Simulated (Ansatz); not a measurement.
Geometry optimisation, DFT PBEsol, scalar-relativistic, plane waves, PAW (Ansatz 0.2.0).

Input file:

```yaml
accuracy: low
crystal:
  lattice:
    - [-2.29, -3.966396, 0.0]
    - [3.435, -1.983198, 0.0]
    - [0.0, 0.0, 7.17686]
  atoms:
    - { symbol: Be, position: [0.75, 0.5, 0.0] }
    - { symbol: Be, position: [0.5, 0.3333333, 0.25] }
    - { symbol: Be, position: [0.75, 0.5, 0.5] }
    - { symbol: Be, position: [0.5, 0.3333333, 0.75] }
    - { symbol: Be, position: [0.5, 0.0, 0.0] }
    - { symbol: Be, position: [0.25, 0.8333333, 0.25] }
    - { symbol: Be, position: [0.5, 0.0, 0.5] }
    - { symbol: Be, position: [0.25, 0.8333333, 0.75] }
    - { symbol: Be, position: [0.25, 0.5, 0.0] }
    - { symbol: Be, position: [0.0, 0.3333333, 0.25] }
    - { symbol: Be, position: [0.25, 0.5, 0.5] }
    - { symbol: Be, position: [0.0, 0.3333333, 0.75] }
    - { symbol: Be, position: [0.0, 0.0, 0.0] }
    - { symbol: Be, position: [0.75, 0.8333333, 0.25] }
    - { symbol: Be, position: [0.0, 0.0, 0.5] }
    - { symbol: Be, position: [0.75, 0.8333333, 0.75] }
    - { symbol: H, position: [0.5000557, 0.6758605, 0.6234519] }
basis:
  ecutwfc: 420.0
kpoints:
  mp_grid: { grid: [3, 3, 2] }
hamiltonian:
  xc: pbesol
scf:
  occupations: { method: fermi_dirac, width: 0.1 }
  lower_state_search: "off"
relax:
  f_tol: 0.08
  max_steps: 25
  adjacent_minimum: "off"
output:
  write_density: true
  write_potential: true
  elf: true
  volumetric_format: npy
```

Run as:

```bash
$ ansatz run input.yaml --threads 1 --pin off --max-ram 3072MiB --backend cpu --events-out ev --progress --plain --runs-dir out
```

Problem. Where does it end, and by what steps?

Solution. The run converged. The threshold is loose, so the end isn't yet a minimum. Limits of this set-up: coarse k mesh, odd electron count without spin, low accuracy level. After 2 steps the energy has fallen by 0.107 eV; Be3 moved furthest, 0.05 Å.

```json
{"step": "0", "energy less start (eV)": "0.0000", "largest force component (eV/Å)": "0.542", "accepted": "yes"}
{"step": "1", "energy less start (eV)": "-0.0844", "largest force component (eV/Å)": "0.244", "accepted": "yes"}
{"step": "2", "energy less start (eV)": "-0.1071", "largest force component (eV/Å)": "0.039", "accepted": "yes"}
```

```xyz
17
Lattice="-2.2900 -3.9664 0.0000 3.4350 -1.9832 0.0000 0.0000 0.0000 7.1769" Properties=species:S:1:pos:R:3
Be -0.007 -3.968 0.002
Be 0.025 -2.658 1.762
Be -0.037 -3.984 3.555
Be -0.023 -2.631 5.415
Be -1.167 -1.971 0.032
Be 2.299 -2.644 1.790
Be -1.119 -1.998 3.558
Be 2.326 -2.626 5.415
Be 1.143 -1.976 0.002
Be 1.136 -0.656 1.776
Be 1.142 -1.942 3.555
Be 1.144 -0.660 5.395
Be 0.012 -0.007 0.017
Be 1.149 -4.635 1.790
Be 0.003 -0.002 3.571
Be 1.147 -4.668 5.415
H 1.164 -3.316 4.484
```

Whether the end is a true minimum wasn't checked by a vibrational analysis.

Run time: 7.4 s on 1 thread of INTEL(R) XEON(R) PLATINUM 8581C CPU @ 2.10GHz (Emerald Rapids), with other jobs on the host, peak memory 0.37 GiB.
